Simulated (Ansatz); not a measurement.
# AlIn (P6/mmm) in Ansatz: further runs

Runs on AlIn. Level: PBE. Tasks: band structure.

Program: Ansatz 0.2.0. These are calculated values, not measurements. Logs are shortened: lines on timing, memory, paths and dates and some standing lists are left out, and cuts for length are marked.

**1. The crystal as given**

Symmetry: P6/mmm, No. 191, hexagonal system. Conventional cell: a = 3.054 Å, b = 3.054 Å, c = 5.828 Å, α = 90.00°, β = 90.00°, γ = 120.00°. Around Al (site symmetry 6/mmm) lie 2 In at 2.91 Å and 6 Al at 3.05 Å. In (site symmetry 6/mmm) is surrounded by 2 Al at 2.91 Å and 6 In at 3.05 Å.

The cell was built by a generator and needn't be a form met in nature.

**2. Band structure, PBE**

input.yaml

```yaml
crystal:
  lattice:
    - [3.05413, 0.0, 0.0]
    - [-1.52707, 2.64496, 0.0]
    - [0.0, 0.0, 5.82802]
  atoms:
    - { symbol: Al, position: [0.0, 0.0, 0.0] }
    - { symbol: In, position: [0.0, 0.0, 0.5] }
hamiltonian:
  xc: pbe
  pseudopotentials: { kind: nc, accuracy: standard }
kpoints:
  mp_grid: { grid: [10, 10, 5] }
  band_path:
    path:
      - [[0.0, 0.0, 0.0], [0.5, 0.0, 0.0], [0.3333333333, 0.3333333333, 0.0], [0.0, 0.0, 0.0], [0.0, 0.0, 0.5], [0.5, 0.0, 0.5], [0.3333333333, 0.3333333333, 0.5], [0.0, 0.0, 0.5]]
      - [[0.5, 0.0, 0.5], [0.5, 0.0, 0.0]]
      - [[0.3333333333, 0.3333333333, 0.0], [0.3333333333, 0.3333333333, 0.5]]
    npoints: 14
scf:
  occupations: { method: fermi_dirac, width: 0.05 }
  n_extra_bands: 6
output:
  forces: true
  stress: true
  eigenvalues: true
  fatbands: true
```

Potentials or basis: PseudoDojo standard (PBE files).

Run with:

```bash
ansatz run input.yaml --threads 2 --pin off --max-ram 5632MiB --backend cpu --events-out ev --progress --plain --runs-dir out
```

Log:

```text
Warning: RAYON_NUM_THREADS=2 ignored (pool sized by the plan → 2); use --threads N
scf.n_extra_bands = 6 over 8 filled bands (N_el = 16.0): the run solves 14 bands
Engine: ansatz 0.2.0, aarch64-unknown-linux-gnu
Pseudopotentials: kind: nc
Pseudopotential: Al, nc, valence charge 3, recommended cutoff 544.227725 eV (normal), Al.nc.azcp (PseudoDojo's, or run here from an input of PseudoDojo's; its table is named by hamiltonian.pseudopotentials.accuracy)
Pseudopotential: In, nc, valence charge 13, recommended cutoff 952.398519 eV (normal), In.nc.azcp (PseudoDojo's, or run here from an input of PseudoDojo's; its table is named by hamiltonian.pseudopotentials.accuracy)
Functional definition: PBE
  parameter kappa = 0.804
  parameter beta = 0.06672455060314922
  exchange = pbe_x(kappa = kappa, mu = beta*pi^2/3)
  correlation = pbe_c(beta = beta)
Crystal: 2 atoms, lattice volume = 47.079 Å³
Basis set: ecut = 952.398519 eV, 3179 PW (Γ), exchange–correlation on 64×64×120 points (8 copies of the dense FFT grid, shifted against one another)
Bands: 14, of which v1, the nominal top of the filled ones, is band 8 counted from 1 (7 counted from 0)
Symmetry: 24 space group operations
Space group: P6/mmm (ITA 191), of the structure as read, at distance tolerance 3.6e-5 Å
k-points: 42 of 500
Non-local potential: Al, projectors of the file, l = 0: 2, l = 1: 2, l = 2: 2
Non-local potential: In, projectors of the file, l = 0: 2, l = 1: 2, l = 2: 2
Initial density: superposition of atomic densities (chi_scale 0.1, normalization cell, long waves kept (reshape's long-wave potential 0.01 eV rms))
Initial wavefunctions: pseudopotential atomic-orbital guess
Functional: x = pbe(κ = 0.804, μ = 0.2195149727645171), c = pbe(β = 0.06672455060314922)
SCF iter   1: F=—  HF=-1870.938802 eV  |F-HF|=—  |Δ(HF+E_count)|=         —  Δρ=2.15e-2  dr2=6.07e-1  ethr=3.10e-3  ⟨swp⟩=5.5  Hψ=3633  notcnv=0  defer=4
preconditioner: auto → none  [metal: Δε(μ)=0.055 eV  Ē_g=15.455 eV  σ=0.050 eV  W_gap=0.26  n_scr=4 (ndim 8)  ℏωp=21.6 eV  f_vac=0.000  D(μ)=1.57/eV (n_scr^D=10)  sad-step TF]
SCF iter   2: F=—  HF=-1870.834791 eV  |F-HF|=—  |Δ(HF+E_count)|=   1.04e-1  Δρ=1.23e-2  dr2=2.05e-1  ethr=3.10e-3  ⟨swp⟩=1.0  Hψ=924  notcnv=0  defer=7
SCF iter   3: F=—  HF=-1870.791536 eV  |F-HF|=—  |Δ(HF+E_count)|=   4.33e-2  Δρ=1.91e-3  dr2=7.27e-3  ethr=1.28e-3  ⟨swp⟩=2.4  Hψ=864  notcnv=0  defer=33
SCF iter   4: F=—  HF=-1870.792149 eV  |F-HF|=—  |Δ(HF+E_count)|=   6.14e-4  Δρ=1.80e-3  dr2=6.02e-3  ethr=4.54e-5  ⟨swp⟩=2.6  Hψ=1002  notcnv=0  defer=46
SCF iter   5: F=—  HF=-1870.790977 eV  |F-HF|=—  |Δ(HF+E_count)|=   1.17e-3  Δρ=4.61e-4  dr2=1.83e-4  ethr=3.76e-5  ⟨swp⟩=1.3  Hψ=601  notcnv=0  defer=46
SCF iter   6: F=—  HF=-1870.790935 eV  |F-HF|=—  |Δ(HF+E_count)|=   4.19e-5  Δρ=5.52e-5  dr2=6.52e-6  ethr=1.14e-6  ⟨swp⟩=2.2  Hψ=756  notcnv=0  defer=46
SCF iter   7: F=—  HF=-1870.790940 eV  |F-HF|=—  |Δ(HF+E_count)|=   5.15e-6  Δρ=1.15e-5  dr2=2.42e-8  ethr=6.25e-10  ⟨swp⟩=12.8  Hψ=4852  notcnv=0
SCF iter   8: F=-1870.790940 eV  HF=-1870.790940 eV  |F-HF|=2.84e-9  |Δ(HF+E_count)|=   5.63e-9  Δρ=2.74e-6  dr2=3.41e-9  ethr=1.51e-10  ⟨swp⟩=3.9  Hψ=2253  notcnv=0
SCF 1 converged in 8 iterations: F = -1870.790940 eV  dr2 = 3.41e-9
NSCF: frozen V_eff on 129 k-points
SCF converged after 8 iterations
Free energy (F): -1870.790940 eV
Harris-Foulkes:  -1870.790940 eV  (|F-HF|=2.84e-9)
Internal energy: -1870.773460 eV  (E = F + TS)
E sigma→0 (E₀):  -1870.782200 eV
Entropy (-TS):   -0.017480 eV (-8.740 meV/atom)
Fermi energy:    8.201265 eV
--- Per-component energies (eV) ---
  E_band       = -37.389310
  E_kinetic    = 1157.676732
  E_local      = -1647.003589  (includes V_loc(G=0)·N_el)
  E_nonlocal   = -391.301933
  E_hartree    = 592.986061
  E_xc         = -573.393151
  E_vxc        = -342.735190  (∫ρ·V_xc dr)
  E_ewald      = -1009.737580
  E_smearing   = -0.017480  (= −TS)
  E_closure    = 0.000000  (closes the sum)
  Σ components = -1870.790940   (vs F -1870.790940, Δ=0.00e0)
--- Forces (eV/Å), atoms counted from 1 ---
  atom   1  Al     0.00000000     0.00000000     0.00000000
  atom   2  In     0.00000000    -0.00000000     0.00000000
  max |Σ_I F_I| component: 1.67e-32 eV/Å
--- Stress (GPa, compression-positive) ---
        0.180733       0.000000       0.000000
        0.000000       0.180733       0.000000
        0.000000       0.000000      -0.877085
  P = ⅓ Tr σ = -0.1719 GPa (-1.719 kbar)
--- Band table (eV; the first three rows and the last of 42) ---
  k-point 0: bands = ["-6.7418", "-6.5720", "-6.5720", "-6.2011", "-6.2011", "-1.3674", "2.6840", "4.3044", "15.7654", "17.4666", "18.3552", "18.3552", "20.1173", "20.1173"]
  k-point 1: bands = ["-6.7395", "-6.5720", "-6.5720", "-6.2011", "-6.2011", "-1.2017", "1.6712", "5.6826", "13.4564", "18.5106", "18.5106", "19.4517", "20.1338", "20.1338"]
  k-point 2: bands = ["-6.7359", "-6.5720", "-6.5720", "-6.2011", "-6.2011", "-0.7668", "0.5570", "7.9375", "10.6204", "18.8812", "18.8812", "20.1616", "20.1616", "20.5173"]
  k-point 41: bands = ["-6.4774", "-6.4758", "-6.4055", "-6.3645", "-6.2420", "5.3046", "6.2151", "7.4596", "8.1793", "8.2499", "9.1131", "13.6263", "15.7337", "16.2840"]
```

Wall time 8.4 s (2 threads of Arm Neoverse V1, shared host); peak memory 0.38 GiB.

Results:

```
Free energy            : -1870.7909 eV
Pressure               : -0.2 GPa
Band gap on the k mesh : none (metal or under the smearing width)
```

Levels at the corners of the path, in eV from the Fermi level:
| point | band 5 | band 6 | band 7 | band 8 | band 9 | band 10 | band 11 | band 12 |
| --- | --- | --- | --- | --- | --- | --- | --- | --- |
| Γ | -14.40 | -9.57 | -5.52 | -3.90 | 7.56 | 9.27 | 10.15 | 10.15 |
| M | -14.22 | -4.17 | -3.50 | -0.51 | 0.15 | 0.20 | 3.50 | 5.91 |
| K | -14.51 | -2.87 | -1.49 | -1.49 | 1.16 | 1.54 | 1.54 | 1.97 |
| Γ | -14.40 | -9.57 | -5.52 | -3.90 | 7.56 | 9.27 | 10.15 | 10.15 |
| A | -14.40 | -8.83 | -7.87 | 0.76 | 1.32 | 10.78 | 10.78 | 11.97 |
| L | -14.22 | -3.20 | -3.04 | -2.64 | -2.18 | 5.27 | 5.78 | 6.47 |
| H | -14.50 | -1.98 | -1.62 | -0.54 | -0.54 | -0.30 | -0.30 | 6.97 |
| A | -14.40 | -8.83 | -7.87 | 0.76 | 1.32 | 10.78 | 10.78 | 11.97 |
| L | -14.22 | -3.20 | -3.04 | -2.64 | -2.18 | 5.27 | 5.78 | 6.47 |
| M | -14.22 | -4.17 | -3.50 | -0.51 | 0.15 | 0.20 | 3.50 | 5.91 |
| K | -14.51 | -2.87 | -1.49 | -1.49 | 1.16 | 1.54 | 1.54 | 1.97 |
| H | -14.50 | -1.98 | -1.62 | -0.54 | -0.54 | -0.30 | -0.30 | 6.97 |

Caveat: spin-orbit coupling is left out, which moves the levels of the heavy elements.

**3. Band structure, PBE**

input.yaml: that of step 2 with these lines changed.

```diff
@@ -10,3 +10,3 @@
   xc: pbe
-  pseudopotentials: { kind: nc, accuracy: standard }
+  pseudopotentials: { kind: nc, accuracy: stringent }
 kpoints:
@@ -26,2 +26,2 @@
   eigenvalues: true
-  fatbands: true
+  fatbands: false
```

Potentials or basis: PseudoDojo stringent (PBE files).

Run with:

```bash
ansatz run input.yaml --threads 2 --pin off --max-ram 5632MiB --backend cpu --events-out ev --progress --plain --runs-dir out
```

Wall time 6.5 s (2 threads of Arm Neoverse V1, shared host); peak memory 0.47 GiB.

Results (log left out):

```yaml
Free_energy: -5489.6972 eV
Pressure: -0.1 GPa
Band_gap_on_the_k_mesh: none (metal or under the smearing width)
```

Stress tensor (GPa, compression positive):
```
 0.22  0.00  0.00
 0.00  0.22  0.00
 0.00  0.00 -0.88
```

Levels at the corners of the path, in eV from the Fermi level:
| point | band 8 | band 9 | band 10 | band 11 | band 12 | band 13 | band 14 | band 15 | band 16 | band 17 |
| --- | --- | --- | --- | --- | --- | --- | --- | --- | --- | --- |
| Γ | -14.36 | -14.36 | -9.57 | -5.52 | -3.90 | 7.56 | 9.27 | 10.15 | 10.15 | 11.92 |
| M | -14.41 | -14.18 | -4.17 | -3.50 | -0.51 | 0.16 | 0.20 | 3.50 | 5.91 | 7.93 |
| K | -14.55 | -14.47 | -2.87 | -1.49 | -1.49 | 1.16 | 1.54 | 1.54 | 1.98 | 5.10 |
| Γ | -14.36 | -14.36 | -9.57 | -5.52 | -3.90 | 7.56 | 9.27 | 10.15 | 10.15 | 11.92 |
| A | -14.36 | -14.36 | -8.83 | -7.87 | 0.76 | 1.32 | 10.78 | 10.78 | 11.96 | 11.96 |
| L | -14.40 | -14.18 | -3.19 | -3.04 | -2.64 | -2.17 | 5.27 | 5.78 | 6.46 | 6.81 |
| H | -14.55 | -14.46 | -1.98 | -1.62 | -0.54 | -0.54 | -0.30 | -0.30 | 6.97 | 7.28 |
| A | -14.36 | -14.36 | -8.83 | -7.87 | 0.76 | 1.32 | 10.78 | 10.78 | 11.96 | 11.96 |
| L | -14.40 | -14.18 | -3.19 | -3.04 | -2.64 | -2.17 | 5.27 | 5.78 | 6.46 | 6.81 |
| M | -14.41 | -14.18 | -4.17 | -3.50 | -0.51 | 0.16 | 0.20 | 3.50 | 5.91 | 7.93 |
| K | -14.55 | -14.47 | -2.87 | -1.49 | -1.49 | 1.16 | 1.54 | 1.54 | 1.98 | 5.10 |
| H | -14.55 | -14.46 | -1.98 | -1.62 | -0.54 | -0.54 | -0.30 | -0.30 | 6.97 | 7.28 |

Caveat: spin-orbit coupling is left out, which moves the levels of the heavy elements.

**4. Band structure, PBE**

input.yaml: that of step 3 with these lines changed.

```diff
@@ -10,3 +10,3 @@
   xc: pbe
-  pseudopotentials: { kind: nc, accuracy: stringent }
+  pseudopotentials: { kind: paw, source: ansatz }
 kpoints:
@@ -27 +27,5 @@
   fatbands: false
+  write_density: true
+  write_potential: true
+  elf: true
+  volumetric_format: npy
```

Potentials or basis: Ansatz PAW earlier set.

Run with:

```bash
ansatz run input.yaml --threads 2 --pin off --max-ram 5632MiB --backend cpu --events-out ev --progress --plain --runs-dir out
```

Wall time 8.4 s (2 threads of Arm Neoverse V1, shared host); peak memory 0.49 GiB.

Results (log left out):

```yaml
Free_energy: -11397.7606 eV
Pressure: -0.1 GPa
Band_gap_on_the_k_mesh: none (metal or under the smearing width)
```

Stress tensor (GPa, compression positive):
```
 0.25  0.00  0.00
 0.00  0.25  0.00
 0.00  0.00 -0.84
```

Levels at the corners of the path, in eV from the Fermi level:
```tsv
point	band 14	band 15	band 16	band 17	band 18	band 19
Γ	-9.57	-5.52	-3.89	7.53	9.27	10.15
M	-4.17	-3.49	-0.51	0.16	0.20	3.50
K	-2.87	-1.49	-1.49	1.15	1.54	1.54
Γ	-9.57	-5.52	-3.89	7.53	9.27	10.15
A	-8.82	-7.87	0.76	1.32	10.79	10.79
L	-3.19	-3.04	-2.64	-2.17	5.27	5.78
H	-1.98	-1.62	-0.54	-0.54	-0.30	-0.30
A	-8.82	-7.87	0.76	1.32	10.79	10.79
L	-3.19	-3.04	-2.64	-2.17	5.27	5.78
M	-4.17	-3.49	-0.51	0.16	0.20	3.50
K	-2.87	-1.49	-1.49	1.15	1.54	1.54
H	-1.98	-1.62	-0.54	-0.54	-0.30	-0.30
```

Caveat: spin-orbit coupling is left out, which moves the levels of the heavy elements.

**5. Band structure, PBE**

input.yaml: that of step 4 with these lines changed.

```diff
@@ -10,3 +10,3 @@
   xc: pbe
-  pseudopotentials: { kind: paw, source: ansatz }
+  pseudopotentials: { kind: nc }
 kpoints:
@@ -27,5 +27 @@
   fatbands: false
-  write_density: true
-  write_potential: true
-  elf: true
-  volumetric_format: npy
```

Potentials or basis: Ansatz NC.

Run with:

```bash
ansatz run input.yaml --threads 2 --pin off --max-ram 5632MiB --backend cpu --events-out ev --progress --plain --runs-dir out
```

Log:

```text
Warning: RAYON_NUM_THREADS=2 ignored (pool sized by the plan → 2); use --threads N
scf.n_extra_bands = 6 over 8 filled bands (N_el = 16.0): the run solves 14 bands
[... 2 set-up lines as earlier in the session ...]
Pseudopotential: Al, nc, valence charge 3, recommended cutoff 544.227725 eV (normal), Al.nc.azcp
Pseudopotential: In, nc, valence charge 13, recommended cutoff 952.398519 eV (normal), In.nc.azcp
[... 5 set-up lines as earlier in the session ...]
Crystal: 2 atoms, lattice volume = 47.079 Å³
Basis set: ecut = 952.398519 eV, 3179 PW (Γ), exchange–correlation on 64×64×120 points (8 copies of the dense FFT grid, shifted against one another)
Bands: 14, of which v1, the nominal top of the filled ones, is band 8 counted from 1 (7 counted from 0)
[... 2 set-up lines as earlier in the session ...]
k-points: 42 of 500
[... 1 set-up line as earlier in the session ...]
Non-local potential: In, projectors of the file, l = 0: 2, l = 1: 2, l = 2: 2, l = 3: 1
[... 3 set-up lines as earlier in the session ...]
SCF iter   1: F=—  HF=-1974.558780 eV  |F-HF|=—  |Δ(HF+E_count)|=         —  Δρ=2.14e-2  dr2=6.03e-1  ethr=3.10e-3  ⟨swp⟩=5.5  Hψ=3619  notcnv=0  defer=1
preconditioner: auto → none  [metal: Δε(μ)=0.055 eV  Ē_g=15.450 eV  σ=0.050 eV  W_gap=0.26  n_scr=4 (ndim 8)  ℏωp=21.6 eV  f_vac=0.000  D(μ)=1.57/eV (n_scr^D=10)  sad-step TF]
SCF iter   2: F=—  HF=-1974.453815 eV  |F-HF|=—  |Δ(HF+E_count)|=   1.05e-1  Δρ=1.22e-2  dr2=2.04e-1  ethr=3.10e-3  ⟨swp⟩=1.0  Hψ=924  notcnv=0  defer=8
SCF iter   3: F=—  HF=-1974.409888 eV  |F-HF|=—  |Δ(HF+E_count)|=   4.39e-2  Δρ=1.92e-3  dr2=7.76e-3  ethr=1.28e-3  ⟨swp⟩=2.5  Hψ=883  notcnv=0  defer=33
SCF iter   4: F=—  HF=-1974.410143 eV  |F-HF|=—  |Δ(HF+E_count)|=   2.55e-4  Δρ=1.72e-3  dr2=5.70e-3  ethr=4.85e-5  ⟨swp⟩=2.5  Hψ=969  notcnv=0  defer=46
SCF iter   5: F=—  HF=-1974.409076 eV  |F-HF|=—  |Δ(HF+E_count)|=   1.07e-3  Δρ=5.25e-4  dr2=3.51e-4  ethr=3.56e-5  ⟨swp⟩=1.2  Hψ=597  notcnv=0  defer=46
SCF iter   6: F=—  HF=-1974.409000 eV  |F-HF|=—  |Δ(HF+E_count)|=   7.62e-5  Δρ=7.95e-5  dr2=1.56e-5  ethr=2.19e-6  ⟨swp⟩=1.3  Hψ=554  notcnv=0  defer=46
SCF iter   7: F=—  HF=-1974.409002 eV  |F-HF|=—  |Δ(HF+E_count)|=   2.85e-6  Δρ=9.04e-6  dr2=2.99e-8  ethr=6.25e-10  ⟨swp⟩=12.9  Hψ=4865  notcnv=0
SCF iter   8: F=-1974.409002 eV  HF=-1974.409002 eV  |F-HF|=2.89e-9  |Δ(HF+E_count)|=   3.03e-9  Δρ=1.53e-6  dr2=3.41e-9  ethr=1.87e-10  ⟨swp⟩=4.0  Hψ=2114  notcnv=0
SCF 1 converged in 8 iterations: F = -1974.409002 eV  dr2 = 3.41e-9
NSCF: frozen V_eff on 129 k-points
SCF converged after 8 iterations
Free energy (F): -1974.409002 eV
Harris-Foulkes:  -1974.409002 eV  (|F-HF|=2.89e-9)
Internal energy: -1974.391516 eV  (E = F + TS)
E sigma→0 (E₀):  -1974.400259 eV
Entropy (-TS):   -0.017486 eV (-8.743 meV/atom)
Fermi energy:    8.209778 eV
--- Per-component energies (eV) ---
  E_band       = -37.261883
  E_kinetic    = 1157.190528
  E_local      = -1647.147904  (includes V_loc(G=0)·N_el)
  E_nonlocal   = -389.293990
  E_hartree    = 592.499880
  E_xc         = -677.902450
  E_vxc        = -343.012678  (∫ρ·V_xc dr)
  E_ewald      = -1009.737580
  E_smearing   = -0.017486  (= −TS)
  E_closure    = -0.000000  (closes the sum)
  Σ components = -1974.409002   (vs F -1974.409002, Δ=0.00e0)
--- Forces (eV/Å), atoms counted from 1 ---
  atom   1  Al    -0.00000000     0.00000000     0.00000000
  atom   2  In     0.00000000    -0.00000000     0.00000000
  max |Σ_I F_I| component: 3.21e-32 eV/Å
--- Stress (GPa, compression-positive) ---
        0.261312       0.000000       0.000000
        0.000000       0.261312       0.000000
        0.000000       0.000000      -0.800612
  P = ⅓ Tr σ = -0.0927 GPa (-0.927 kbar)
--- Band table (eV; the first three rows and the last of 42) ---
  k-point 0: bands = ["-6.7344", "-6.5642", "-6.5642", "-6.1927", "-6.1927", "-1.3619", "2.6912", "4.3142", "15.7448", "17.4747", "18.3562", "18.3562", "20.1260", "20.1260"]
  k-point 1: bands = ["-6.7321", "-6.5642", "-6.5642", "-6.1927", "-6.1927", "-1.1961", "1.6789", "5.6917", "13.4580", "18.5145", "18.5145", "19.4051", "20.1385", "20.1385"]
  k-point 2: bands = ["-6.7284", "-6.5641", "-6.5641", "-6.1928", "-6.1928", "-0.7613", "0.5649", "7.9461", "10.6276", "18.8951", "18.8951", "20.1593", "20.1593", "20.5122"]
  k-point 41: bands = ["-6.4694", "-6.4680", "-6.3976", "-6.3562", "-6.2335", "5.3119", "6.2218", "7.4676", "8.1886", "8.2581", "9.1235", "13.6321", "15.7257", "16.2896"]
```

It took 6.2 s on 2 threads of Arm Neoverse V1, shared host; peak memory 0.36 GiB.

Results:

```yaml
Free_energy: -1974.4090 eV
Pressure: -0.1 GPa
Band_gap_on_the_k_mesh: none (metal or under the smearing width)
```

Levels at the corners of the path, in eV from the Fermi level:
| point | band 4 | band 5 | band 6 | band 7 | band 8 | band 9 | band 10 | band 11 | band 12 | band 13 |
| --- | --- | --- | --- | --- | --- | --- | --- | --- | --- | --- |
| Γ | -14.40 | -14.40 | -9.57 | -5.52 | -3.90 | 7.54 | 9.26 | 10.15 | 10.15 | 11.92 |
| M | -14.45 | -14.21 | -4.17 | -3.50 | -0.51 | 0.15 | 0.20 | 3.50 | 5.90 | 7.92 |
| K | -14.59 | -14.51 | -2.87 | -1.49 | -1.49 | 1.16 | 1.55 | 1.55 | 1.97 | 5.09 |
| Γ | -14.40 | -14.40 | -9.57 | -5.52 | -3.90 | 7.54 | 9.26 | 10.15 | 10.15 | 11.92 |
| A | -14.40 | -14.40 | -8.83 | -7.87 | 0.76 | 1.32 | 10.79 | 10.79 | 11.95 | 11.95 |
| L | -14.44 | -14.21 | -3.20 | -3.04 | -2.64 | -2.17 | 5.28 | 5.78 | 6.44 | 6.81 |
| H | -14.59 | -14.50 | -1.98 | -1.63 | -0.54 | -0.54 | -0.30 | -0.30 | 6.96 | 7.29 |
| A | -14.40 | -14.40 | -8.83 | -7.87 | 0.76 | 1.32 | 10.79 | 10.79 | 11.95 | 11.95 |
| L | -14.44 | -14.21 | -3.20 | -3.04 | -2.64 | -2.17 | 5.28 | 5.78 | 6.44 | 6.81 |
| M | -14.45 | -14.21 | -4.17 | -3.50 | -0.51 | 0.15 | 0.20 | 3.50 | 5.90 | 7.92 |
| K | -14.59 | -14.51 | -2.87 | -1.49 | -1.49 | 1.16 | 1.55 | 1.55 | 1.97 | 5.09 |
| H | -14.59 | -14.50 | -1.98 | -1.63 | -0.54 | -0.54 | -0.30 | -0.30 | 6.96 | 7.29 |

Caveat: spin-orbit coupling is left out, which moves the levels of the heavy elements.

**6. Summary**

| potentials or basis | cutoff (eV) | gap on the mesh (eV) | pressure (GPa) |
| --- | --- | --- | --- |
| PseudoDojo standard (PBE files) | 952 | none | -0.2 |
| PseudoDojo stringent (PBE files) | 1116 | none | -0.1 |
| Ansatz PAW earlier set | 900 | none | -0.1 |
| Ansatz NC | 952 | none | -0.1 |

Alike in all rows: task band structure; level PBE; no spin polarisation; cell as given; k mesh 10 × 10 × 5; smearing fermi-dirac 0.05 eV.

Caveats: spin-orbit coupling is left out, which moves the levels of the heavy elements.

Absolute energies hang on the potentials; compare differences alone.
